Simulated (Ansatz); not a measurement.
**PdPt: strong compression**

Aim: compress PdPt step by step, far beyond the usual range, and follow pressure and electronic structure. Methods of the runs shown: LAPW and crystal datasets. Companion runs by PAW are cited. Its runs: the reference run (LAPW); volume scaled by 1 (crystal datasets); volume scaled by 0.9 (LAPW); volume scaled by 0.6 (LAPW); volume scaled by 0.55 (LAPW).

Method: DFT LDA, with the methods named in each step, in Ansatz 0.2.0.

### Step 1. The starting structure

The structure is trigonal, space group R-3m (No. 166). The conventional cell has a = 2.768 Å, b = 2.768 Å, c = 13.667 Å, α = 90.00°, β = 90.00°, γ = 120.00°. Pd (site symmetry -3m) is surrounded by 6 Pd at 2.77 Å and 6 Pt at 2.78 Å. Pt (site symmetry -3m) is surrounded by 6 Pt at 2.77 Å and 6 Pd at 2.78 Å.

As a file:

```xyz
2
Lattice="1.3841 0.7991 4.5557 -1.3841 0.7991 4.5557 0.0000 -1.5982 4.5557" Properties=species:S:1:pos:R:3 pbc="T T T"
Pd    0.0000    0.0000    0.0000
Pt    0.0000    0.0000    6.8335
```

Whether this phase is the stable one at these pressures isn't tested.

Atoms are numbered in the order of the input: Pd1, Pt2.

### Step 2. The reference volume, LAPW

File input.yaml:

```yaml
crystal:
  lattice:
    - [1.3841154119, 0.7991194057, 4.5556623728]
    - [-1.3841154119, 0.7991194057, 4.5556623728]
    - [0.0, -1.5982388113, 4.5556623728]
  atoms:
    - { symbol: Pd, position: [0.0, 0.0, 0.0] }
    - { symbol: Pt, position: [0.5, 0.5, 0.5] }
kpoints:
  mp_grid: { grid: [15, 15, 15] }
  band_path:
    path:
      - [0.0, 0.0, 0.0]
      - [0.5, 0.5, 0.5]
      - [0.8128203402, 0.1871796598, 0.5]
      - [0.5, -0.1871796598, 0.1871796598]
      - [0.5, 0.0, 0.0]
      - [0.0, 0.0, 0.0]
      - [0.3435898299, -0.3435898299, 0.0]
      - [0.6564101701, 0.0, 0.3435898299]
      - [0.5, 0.0, 0.5]
    npoints: 14
scf:
  occupations: { method: fermi_dirac, width: 0.05 }
hamiltonian:
  xc: lda
  pseudopotentials: { kind: all_electron, lapw: { basis_error: 0.001 } }
output:
  forces: true
  stress: true
  eigenvalues: true
  populations: true
```

Started as:

```
> ansatz run input.yaml --threads 1 --pin off --max-ram 2048MiB --backend cpu --events-out ev --progress --plain --runs-dir out
```

### Step 3. Volume scaled by 1, crystal datasets

File input.yaml:

```yaml
crystal:
  lattice:
    - [1.3841154119, 0.7991194057, 4.5556623728]
    - [-1.3841154119, 0.7991194057, 4.5556623728]
    - [0.0, -1.5982388113, 4.5556623728]
  atoms:
    - { symbol: Pd, position: [0.0, 0.0, 0.0] }
    - { symbol: Pt, position: [0.5, 0.5, 0.5] }
kpoints:
  mp_grid: { grid: [15, 15, 15] }
scf:
  occupations: { method: fermi_dirac, width: 0.05 }
hamiltonian:
  xc: lda
  pseudopotentials: { kind: all_electron, datasets: crystal }
output:
  forces: true
  stress: true
  eigenvalues: true
  efg: { contact_densities: true }
```

### Step 4. Volume scaled by 0.9, LAPW

File input.yaml:

```yaml
crystal:
  lattice:
    - [1.3384581199, 0.7727591558, 4.3845908709]
    - [-1.3384581199, 0.7727591558, 4.3845908709]
    - [0.0, -1.5455183116, 4.3845908709]
  atoms:
    - { symbol: Pd, position: [0.0, 0.0, 0.0] }
    - { symbol: Pt, position: [0.5, 0.5, 0.5] }
kpoints:
  mp_grid: { grid: [15, 15, 15] }
  band_path:
    path:
      - [0.0, 0.0, 0.0]
      - [0.5, 0.5, 0.5]
      - [0.8126252974, 0.1873747026, 0.5]
      - [0.5, -0.1873747026, 0.1873747026]
      - [0.5, 0.0, 0.0]
      - [0.0, 0.0, 0.0]
      - [0.3436873513, -0.3436873513, 0.0]
      - [0.6563126487, 0.0, 0.3436873513]
      - [0.5, 0.0, 0.5]
    npoints: 6
scf:
  occupations: { method: fermi_dirac, width: 0.05 }
hamiltonian:
  xc: lda
  pseudopotentials: { kind: all_electron, lapw: { basis_error: 0.001 } }
output:
  forces: true
  stress: true
  eigenvalues: true
  populations: true
```

### Step 5. Volume scaled by 0.6, LAPW

File input.yaml:

```yaml
crystal:
  lattice:
    - [1.1716657329, 0.6764615263, 3.8145203192]
    - [-1.1716657329, 0.6764615263, 3.8145203192]
    - [0.0, -1.3529230526, 3.8145203192]
  atoms:
    - { symbol: Pd, position: [0.0, 0.0, 0.0] }
    - { symbol: Pt, position: [0.5, 0.5, 0.5] }
kpoints:
  mp_grid: { grid: [15, 15, 15] }
  band_path:
    path:
      - [0.0, 0.0, 0.0]
      - [0.5, 0.5, 0.5]
      - [0.8123673576, 0.1876326424, 0.5]
      - [0.5, -0.1876326424, 0.1876326424]
      - [0.5, 0.0, 0.0]
      - [0.0, 0.0, 0.0]
      - [0.3438163212, -0.3438163212, 0.0]
      - [0.6561836788, 0.0, 0.3438163212]
      - [0.5, 0.0, 0.5]
    npoints: 6
scf:
  occupations: { method: fermi_dirac, width: 0.05 }
hamiltonian:
  xc: lda
  pseudopotentials: { kind: all_electron, lapw: { basis_error: 0.001 } }
output:
  forces: true
  stress: true
  eigenvalues: true
  populations: true
```

### Step 6. Volume scaled by 0.55, LAPW

File input.yaml:

```yaml
crystal:
  lattice:
    - [1.138307341, 0.6572020498, 3.7045866346]
    - [-1.138307341, 0.6572020498, 3.7045866346]
    - [0.0, -1.3144040995, 3.7045866346]
  atoms:
    - { symbol: Pd, position: [0.0, 0.0, 0.0] }
    - { symbol: Pt, position: [0.5, 0.5, 0.5] }
kpoints:
  mp_grid: { grid: [15, 15, 15] }
  band_path:
    path:
      - [0.0, 0.0, 0.0]
      - [0.5, 0.5, 0.5]
      - [0.8123522916, 0.1876477084, 0.5]
      - [0.5, -0.1876477084, 0.1876477084]
      - [0.5, 0.0, 0.0]
      - [0.0, 0.0, 0.0]
      - [0.3438238542, -0.3438238542, 0.0]
      - [0.6561761458, 0.0, 0.3438238542]
      - [0.5, 0.0, 0.5]
    npoints: 6
scf:
  occupations: { method: fermi_dirac, width: 0.05 }
hamiltonian:
  xc: lda
  pseudopotentials: { kind: all_electron, lapw: { basis_error: 0.001 } }
output:
  forces: true
  stress: true
  eigenvalues: true
  populations: true
```

(Steps that only read results are left out.)

Q: Predict the outcome of this session. Wanted: LAPW pressure at 0.55 of the volume; PAW pressure at 0.55 of the volume; fitted bulk modulus at zero pressure.

**Answer**, as computed:

| quantity | value |
| --- | --- |
| LAPW pressure at 0.55 of the volume | 601.0 GPa |
| PAW pressure at 0.55 of the volume | 601.3 GPa |
| fitted bulk modulus at zero pressure (LAPW) | 271 GPa |
| its pressure derivative | 5.01 |

What this shows: By LAPW the pressure climbs to 601 GPa at 0.55 of the first volume. A third-order Birch-Murnaghan curve fits the range only roughly (B₀ = 271 GPa, B′ = 5.01, misfit at most 3.01 GPa). A fit over so wide a range leans to the high pressures, so B₀ can be off by several per cent. Where LAPW's pressure is over 3 GPa, PAW's departs from it by at most 0.1 %, at 1 of the volume. The ions are at rest, and the electrons smeared by 0.05 eV. Spin-orbit coupling is left out, though the cell holds Pt; in elements this heavy it can shift bands and gaps by tenths of an eV.
